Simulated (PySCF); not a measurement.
# CoF3: singlet, from a T-shaped start

The task is one start of a wider search on CoF3: the singlet, from a T-shaped start. It is relaxed, tested by its Hessian and followed downhill if it is a saddle.

Computed with PySCF 2.14.0. Level: PBE0, basis Co def2-TZVP, F def2-TZVP, no relativity, density fitting.

## 1. The system as given

4 atoms, charge 0, spin multiplicity 1.

Bond lengths: Co1–F2 1.750 Å, Co1–F3 1.750 Å, Co1–F4 1.750 Å. Angles: F2–Co1–F3 88.0°, F2–Co1–F4 88.0°, F3–Co1–F4 176.0°.

```xyz
4
charge 0 multiplicity 1
Co    0.0000    0.0000    0.0000
F     0.0000    0.0000    1.7500
F     1.7489    0.0000    0.0611
F    -1.7489    0.0000    0.0611
```

## 2. The SCF at the typed geometry

One driver script runs all steps and calls PySCF; scf.py shows how it sets up the SCF of each step. The optimiser is the driver's own. After this first run the driver tries any further starts and a stability analysis.

Input file scf.py:

```python
from pyscf import gto, scf, dft
mol = gto.M(atom='''
Co     0.000000     0.000000     0.000000
F      0.000000     0.000000     1.750000
F      1.748900     0.000000     0.061100
F     -1.748900     0.000000     0.061100''',
    basis={'Co': 'def2-TZVP', 'F': 'def2-TZVP'},
    charge=0, spin=0)
mf = dft.RKS(mol, xc='PBE0')
mf.grids.atom_grid = (50, 194)
aux = {'Co': 'def2-universal-JKFIT', 'F': 'def2-universal-JKFIT'}
mf = mf.density_fit(auxbasis=aux)
mf.conv_tol = 1e-08
mf.diis_space = 10
mf.max_cycle = 60
mf.init_guess = 'minao'
mf.verbose = 4
mf.kernel()
```

Launch:

```sh
OMP_NUM_THREADS=4 python axn.py task.json out
```

The log of the run, shortened:

```text
[... the frontier levels of the middle cycles are left out ...]
init E= -1680.80705282512
  HOMO = 0.208080530040119  LUMO = 0.212863653123057  gap/eV = 0.13016
cycle= 1 E= -1665.51370728799  delta_E= 15.3  |g|= 8.05  |ddm|= 7.18
  HOMO = -1.09517631092711  LUMO = -1.02454679686677  gap/eV = 1.92193
cycle= 2 E= -1588.1930832881  delta_E= 77.3  |g|= 23.9  |ddm|= 17.5
  HOMO = -0.856852070952113  LUMO = -0.850414181032852  gap/eV = 0.17518
cycle= 3 E= -1658.00317249995  delta_E= -69.8  |g|= 14.5  |ddm|= 10.7
cycle= 4 E= -1662.45579718313  delta_E= -4.45  |g|= 11.4  |ddm|=  4.1
cycle= 5 E= -1664.3901737718  delta_E= -1.93  |g|= 11.3  |ddm|= 4.12
cycle= 6 E= -1672.60010893005  delta_E= -8.21  |g|= 8.39  |ddm|= 5.34
cycle= 7 E= -1673.00794779318  delta_E= -0.408  |g|= 6.61  |ddm|= 2.66
cycle= 8 E= -1680.99355310844  delta_E= -7.99  |g|= 2.36  |ddm|=  2.8
cycle= 9 E= -1681.75683162559  delta_E= -0.763  |g|= 0.598  |ddm|= 0.817
cycle= 10 E= -1681.7895103883  delta_E= -0.0327  |g|= 0.686  |ddm|= 0.589
cycle= 11 E= -1681.84883696284  delta_E= -0.0593  |g|= 0.261  |ddm|= 0.253
cycle= 12 E= -1681.85730259416  delta_E= -0.00847  |g|= 0.118  |ddm|= 0.0897
cycle= 13 E= -1681.85979089214  delta_E= -0.00249  |g|= 0.021  |ddm|= 0.0878
cycle= 14 E= -1681.85990585527  delta_E= -0.000115  |g|= 0.00715  |ddm|= 0.0233
cycle= 15 E= -1681.85991510023  delta_E= -9.24e-06  |g|= 0.00511  |ddm|= 0.00805
cycle= 16 E= -1681.85991744295  delta_E= -2.34e-06  |g|= 0.00237  |ddm|= 0.00141
cycle= 17 E= -1681.85991834569  delta_E= -9.03e-07  |g|= 0.000446  |ddm|= 0.00164
cycle= 18 E= -1681.85991837506  delta_E= -2.94e-08  |g|= 2.69e-05  |ddm|= 0.000267
cycle= 19 E= -1681.85991837529  delta_E= -2.34e-10  |g|= 1.85e-05  |ddm|= 3.56e-05
  HOMO = -0.382618584649092  LUMO = -0.252641454851542  gap/eV = 3.53686
Extra cycle  E= -1681.85991837453  delta_E= 7.63e-10  |g|= 8.14e-05  |ddm|= 3.4e-05
converged SCF energy = -1681.85991837453
```

This step, with its further starts and checks, ran for 14 s (4 threads of Arm Neoverse V2, shared host).

The starts that the driver tried:

```csv
start,energy (Eh)
the minimal-basis guess,-1681.859918
a thermally smeared density,-1681.859918
a smeared PBE density,-1681.859918
```

No lower closed-shell solution turned up from the other starts or in the test of internal stability.

## 3. Relaxing the singlet from the T-shaped start

The program finds C2v symmetry in the start, which this walk keeps.

Changes to scf.py since step 2:

```diff
@@ -3,4 +3,4 @@
-Co     0.000000     0.000000     0.000000
-F      0.000000     0.000000     1.750000
-F      1.748900     0.000000     0.061100
-F     -1.748900     0.000000     0.061100''',
+Co     0.000000     0.000000    -0.306817
+F      0.000000     0.000000     1.443183
+F      1.748900     0.000000    -0.245717
+F     -1.748900     0.000000    -0.245717''',
@@ -16 +15,0 @@
-mf.init_guess = 'minao'
```

Energy and gradient, step by step:

```csv
step,energy (Eh),change (kJ/mol),largest symmetric gradient (Eh/bohr)
0,-1681.859918,0.00,0.05429
1,-1681.871990,-31.69,0.01345
2,-1681.873691,-36.16,0.00199
3,-1681.873756,-36.33,0.00053
4,-1681.873757,-36.33,0.00002
```

The walk took 8 s.

Positions (Å) and forces (eV/Å) along the way:

```
step 0
Co   0.000   0.000  -0.307   0.000   0.000   2.792
F    0.000   0.000   1.443   0.000   0.000  -0.893
F    1.749   0.000  -0.246  -1.738   0.000  -0.950
F   -1.749   0.000  -0.246   1.738   0.000  -0.950
step 1
Co   0.000   0.000  -0.228   0.000   0.000   0.692
F    0.000   0.000   1.484   0.000   0.000   0.059
F    1.693   0.000  -0.306  -0.496   0.000  -0.375
F   -1.693   0.000  -0.306   0.496   0.000  -0.375
step 2
Co   0.000   0.000  -0.186   0.001   0.000   0.057
F    0.000   0.000   1.524   0.000   0.000   0.102
F    1.669   0.000  -0.346   0.075   0.000  -0.080
F   -1.669   0.000  -0.346  -0.075   0.000  -0.080
step 3
Co   0.000   0.000  -0.178   0.000   0.000   0.000
F    0.000   0.000   1.536   0.000   0.000   0.001
F    1.671   0.000  -0.357  -0.027   0.000   0.000
F   -1.671   0.000  -0.357   0.027   0.000   0.000
step 4
Co   0.000   0.000  -0.177   0.000   0.000   0.001
F    0.000   0.000   1.537   0.000   0.000  -0.001
F    1.670   0.000  -0.357   0.001   0.000   0.000
F   -1.670   0.000  -0.357  -0.001   0.000   0.000
```

After 4 steps and 36.3 kJ/mol it ends at C2v: Co–F 1.680 Å (×2), Co–F 1.714 Å; F–Co–F 96.1° (×2), F–Co–F 167.7°.

## 4. Is it a minimum? Harmonic modes

On the finer grid the gradient is checked again; gradients at displacements of ±0.02 bohr then give force constants and infrared intensities.

Changes to scf.py since step 3:

```diff
@@ -3,4 +3,4 @@
-Co     0.000000     0.000000    -0.306817
-F      0.000000     0.000000     1.443183
-F      1.748900     0.000000    -0.245717
-F     -1.748900     0.000000    -0.245717''',
+Co     0.000000     0.000000    -0.222525
+F      0.000000     0.000000     1.491512
+F      1.669950     0.000000    -0.401251
+F     -1.669950     0.000000    -0.401251''',
@@ -10 +10 @@
-mf.grids.atom_grid = (50, 194)
+mf.grids.atom_grid = (75, 302)
@@ -13 +13 @@
-mf.conv_tol = 1e-08
+mf.conv_tol = 1e-10
```

The driver hands on the density of the step before, so the log starts near convergence.

Log of the central SCF (cycles and frontier levels):

```text
init E= -1681.87366125492
  HOMO = -0.372129240419391  LUMO = -0.243987184026913  gap/eV = 3.48692
cycle= 1 E= -1681.87366125465  delta_E= 2.73e-10  |g|= 4.32e-05  |ddm|= 2.73e-05
  HOMO = -0.372127523587644  LUMO = -0.243985393287311  gap/eV = 3.48692
cycle= 2 E= -1681.8736612528  delta_E= 1.85e-09  |g|= 0.000113  |ddm|= 7.1e-05
  HOMO = -0.372128484346283  LUMO = -0.243986616558601  gap/eV = 3.48692
cycle= 3 E= -1681.87366125497  delta_E= -2.17e-09  |g|= 5.12e-06  |ddm|= 5.15e-05
  HOMO = -0.372128441782714  LUMO = -0.243986388901867  gap/eV = 3.48692
cycle= 4 E= -1681.87366125496  delta_E= 4.09e-12  |g|= 2.26e-06  |ddm|= 2.21e-06
  HOMO = -0.372128948569804  LUMO = -0.243987129408453  gap/eV = 3.48692
Extra cycle  E= -1681.87366125496  delta_E= 2.27e-12  |g|= 8.26e-06  |ddm|= 3.18e-06
converged SCF energy = -1681.87366125496
```

The whole step took 39 s.

Geometry: C2v; Co–F 1.679 Å (×2), Co–F 1.714 Å; F–Co–F 96.1° (×2), F–Co–F 167.8°.

Modes, for the most abundant isotopes:

```csv
symmetry,ω (cm⁻¹),IR (km/mol),type
b1,324i,46.8,bend
b2,234,2.2,bend
a1,280,11.6,bend
a1,670,13.6,stretch
a1,725,37.7,stretch
b2,827,223,stretch
```

With 1 mode imaginary (up to 324i cm⁻¹) this point is a saddle.

Properties at this point:

* Dipole moment: 2.83 D
* Highest occupied level: -10.13 eV
* Lowest empty level: -6.64 eV
* Rotational constants: 0.3286, 0.1591, 0.1072 cm⁻¹
* Zero-point energy (real modes): 16.4 kJ/mol
* Principal polarisabilities: 16.6, 26.0, 38.5 bohr³
* Atomisation energy without zero-point energy: 940 kJ/mol
* Principal traceless quadrupole moments about the centre of mass: -6.46, 0.65, 5.81 D Å

Populations by atom (charges in e):

```json
{"atom": "Co1", "Mulliken": "1.12", "Löwdin": "0.53", "polar tensor": "1.67", "Mayer order to Co1": "–"}
{"atom": "F2", "Mulliken": "-0.38", "Löwdin": "-0.20", "polar tensor": "-0.46", "Mayer order to Co1": "0.92"}
{"atom": "F3,4", "Mulliken": "-0.37", "Löwdin": "-0.17", "polar tensor": "-0.60", "Mayer order to Co1": "0.99"}
```

Outer orbital energies (eV). occupied: -13.23, -12.83, -12.83, -12.73, -11.27, -11.12, -10.28, -10.13; empty: -6.64, -4.88, -0.72, 2.07.

Mulliken populations on Co1: s 6.39, p 12.28, d 7.21, f 0.00.

## 5. Downhill along the imaginary mode

The start is the last point, displaced along its most imaginary mode.

The program finds Cs symmetry in the start, which this walk keeps.

Changes to scf.py since step 4:

```diff
@@ -3,4 +3,4 @@
-Co     0.000000     0.000000    -0.222525
-F      0.000000     0.000000     1.491512
-F      1.669950     0.000000    -0.401251
-F     -1.669950     0.000000    -0.401251''',
+Co     0.000000     0.085437    -0.222318
+F     -0.000000    -0.025025     1.491720
+F      1.669950    -0.120000    -0.401044
+F     -1.669950    -0.120000    -0.401044''',
@@ -10 +10 @@
-mf.grids.atom_grid = (75, 302)
+mf.grids.atom_grid = (50, 194)
@@ -13 +13 @@
-mf.conv_tol = 1e-10
+mf.conv_tol = 1e-08
```

Steps of the walk:

```csv
step,energy (Eh),change (kJ/mol),largest symmetric gradient (Eh/bohr)
0,-1681.877459,0.00,0.01830
1,-1681.881529,-10.69,0.01967
2,-1681.892880,-40.49,0.01942
3,-1681.897342,-52.20,0.03369
4,-1681.899607,-58.15,0.00178
5,-1681.899677,-58.33,0.00221
6,-1681.899716,-58.44,0.00097
7,-1681.899720,-58.45,0.00055
8,-1681.899723,-58.45,0.00014
```

The walk took 17 s.

End point (C3v, 8 steps, 58.5 kJ/mol gained): Co–F 1.675 Å (×3); F–Co–F 110.3° (×3).

## 6. Is it a minimum? Harmonic modes

As before: finer grid, then central differences.

Changes to scf.py since step 5:

```diff
@@ -3,4 +3,4 @@
-Co     0.000000     0.085437    -0.222318
-F     -0.000000    -0.025025     1.491720
-F      1.669950    -0.120000    -0.401044
-F     -1.669950    -0.120000    -0.401044''',
+Co     0.000000     0.255303    -0.034095
+F     -0.000000    -0.057188     1.611037
+F      1.376366    -0.372751    -0.751921
+F     -1.376366    -0.372751    -0.751921''',
@@ -10 +10 @@
-mf.grids.atom_grid = (50, 194)
+mf.grids.atom_grid = (75, 302)
@@ -13 +13 @@
-mf.conv_tol = 1e-08
+mf.conv_tol = 1e-10
```

Log of the central SCF (cycles and frontier levels):

```text
init E= -1681.89951699569
  HOMO = -0.374430107884033  LUMO = -0.190724420999943  gap/eV = 4.99889
cycle= 1 E= -1681.89951699568  delta_E= 1.07e-11  |g|= 1.33e-05  |ddm|= 6.85e-06
  HOMO = -0.374428124192878  LUMO = -0.190722306668556  gap/eV = 4.99889
cycle= 2 E= -1681.89951699545  delta_E= 2.33e-10  |g|= 4.52e-05  |ddm|= 1.97e-05
  HOMO = -0.374429896554197  LUMO = -0.190724409078532  gap/eV = 4.99888
cycle= 3 E= -1681.89951699569  delta_E= -2.42e-10  |g|= 7.34e-06  |ddm|= 1.51e-05
  HOMO = -0.374429723990695  LUMO = -0.190724070782612  gap/eV = 4.99889
cycle= 4 E= -1681.8995169957  delta_E= -1.07e-11  |g|= 1.58e-07  |ddm|= 2.79e-06
  HOMO = -0.374429715186586  LUMO = -0.190724072398796  gap/eV = 4.99889
Extra cycle  E= -1681.8995169957  delta_E= -2.27e-13  |g|= 3.92e-07  |ddm|= 2.99e-07
converged SCF energy = -1681.8995169957
```

The whole step ran for 25 s (4 threads of Arm Neoverse V2, shared host).

Geometry: C3v; Co–F 1.675 Å (×3); F–Co–F 110.6° (×3).

Modes, for the most abundant isotopes:

```csv
symmetry,ω (cm⁻¹),IR (km/mol),type
e,168,29.0,bend
a1,214,36.5,bend
a1,716,26.1,stretch
e,779,239,stretch
```

All wavenumbers are real: a minimum.

Properties at this point:

* Dipole moment: 2.78 D
* Highest occupied level: -10.19 eV
* Lowest empty level: -5.19 eV
* Rotational constants: 0.2106, 0.2106, 0.1171 cm⁻¹
* Zero-point energy: 16.9 kJ/mol
* Principal polarisabilities: 19.6, 29.7, 29.7 bohr³
* Atomisation energy without zero-point energy: 1008 kJ/mol
* Principal traceless quadrupole moments about the centre of mass: -2.81, -2.81, 5.62 D Å
* Entropy at 298.15 K and 1 bar: 296.7 J/(mol K)
* Heat capacity Cp at 298.15 K: 65.7 J/(mol K)
* Enthalpy at 298.15 K above 0 K: 15.27 kJ/mol
* Rotational symmetry number: 3

Populations by atom (charges in e):

```
  atom  Mulliken  Löwdin  polar tensor  Mayer order to Co1
   Co1      1.20    0.50          1.73                   –
F2,3,4     -0.40   -0.17         -0.58                0.94
```

Mulliken populations on Co1: s 6.29, p 12.30, d 7.21, f 0.00.

## 7. A spin-polarised start

A stability analysis found the closed shell of the lowest minimum unstable towards spin polarisation, so the unrestricted solution is followed.

The program finds C3v symmetry in the start, which may break.

Changes to scf.py since step 6:

```diff
@@ -3,4 +3,4 @@
-Co     0.000000     0.255303    -0.034095
-F     -0.000000    -0.057188     1.611037
-F      1.376366    -0.372751    -0.751921
-F     -1.376366    -0.372751    -0.751921''',
+Co     0.000000     0.257063    -0.034330
+F     -0.000000    -0.055429     1.610802
+F      1.376366    -0.370991    -0.752156
+F     -1.376366    -0.370991    -0.752156''',
@@ -9,2 +9,2 @@
-mf = dft.RKS(mol, xc='PBE0')
-mf.grids.atom_grid = (75, 302)
+mf = dft.UKS(mol, xc='PBE0')
+mf.grids.atom_grid = (50, 194)
@@ -13 +13 @@
-mf.conv_tol = 1e-10
+mf.conv_tol = 1e-08
```

Steps of the walk:

```csv
step,energy (Eh),change (kJ/mol),largest gradient (Eh/bohr)
0,-1681.911182,0.00,0.01397
1,-1681.913799,-6.87,0.00682
2,-1681.914489,-8.68,0.00555
3,-1681.914674,-9.17,0.00294
4,-1681.914749,-9.37,0.00037
5,-1681.914754,-9.38,0.00059
6,-1681.914787,-9.47,0.00199
```

The walk took 80 s.

Geometry (Å) and forces (eV/Å) at some steps:

```
step 0
Co   0.000   0.257  -0.034   0.085  -0.006   0.036
F    0.000  -0.055   1.611   0.016   0.124   0.696
F    1.376  -0.371  -0.752   0.618  -0.039  -0.330
F   -1.376  -0.371  -0.752  -0.718  -0.079  -0.402
step 1
Co   0.000   0.198  -0.027   0.010  -0.351   0.026
F    0.002  -0.030   1.654   0.013   0.136   0.014
F    1.418  -0.354  -0.775   0.037   0.111  -0.005
F   -1.420  -0.355  -0.779  -0.060   0.105  -0.035
step 3
Co  -0.002   0.114  -0.018  -0.019  -0.151   0.001
F    0.006   0.001   1.679   0.004   0.022  -0.138
F    1.449  -0.328  -0.789  -0.102   0.060   0.068
F   -1.454  -0.329  -0.799   0.118   0.069   0.069
step 6
Co  -0.002   0.064  -0.026  -0.002   0.072  -0.101
F    0.007   0.014   1.668  -0.014  -0.049   0.034
F    1.471  -0.309  -0.780   0.068  -0.016   0.022
F   -1.475  -0.310  -0.790  -0.051  -0.008   0.045
```

It was stopped by the time limit after 6 steps, so the last geometry (Co–F 1.696 Å (×2), Co–F 1.700 Å) is no stationary point.

## 8. All stationary points

| spin | group | bonds | imaginary modes (cm⁻¹) | ΔE (kJ/mol) | with zero-point energy |
| --- | --- | --- | --- | --- | --- |
| singlet | C3v | Co–F 1.675 Å (×3) | none | 0.0 | 0.0 |
| singlet | C2v | Co–F 1.679 Å (×2), Co–F 1.714 Å | 324i | 67.9 | – |

## 9. Results

| quantity | value |
| --- | --- |
| minimum | singlet, C3v (closed shell, unstable towards spin polarisation) |
| geometry | Co–F 1.675 Å (×3); F–Co–F 110.6° (×3) |
| wavenumbers (cm⁻¹) | 168 (e), 214 (a1), 716 (a1), 779 (e) |
| dipole moment | 2.78 D |
| highest occupied, lowest empty level | -10.19, -5.19 eV |
| polar-tensor charge of Co1 | +1.73 e |
| zero-point energy | 16.9 kJ/mol |

In words: From C2v at the start the molecule goes to a C3v minimum, after a stop at a saddle point 67.9 kJ/mol higher, from which it was pushed off along an imaginary mode. The strongest infrared band lies at 779 cm⁻¹ (e, stretch). Only this shape and spin were tried, so other structures or states may lie lower. A stability analysis at the minimum finds the closed shell unstable towards spin polarisation: an open-shell solution lies lower, and these values are not those of the lowest state.

The search up to here took 3.6 min.
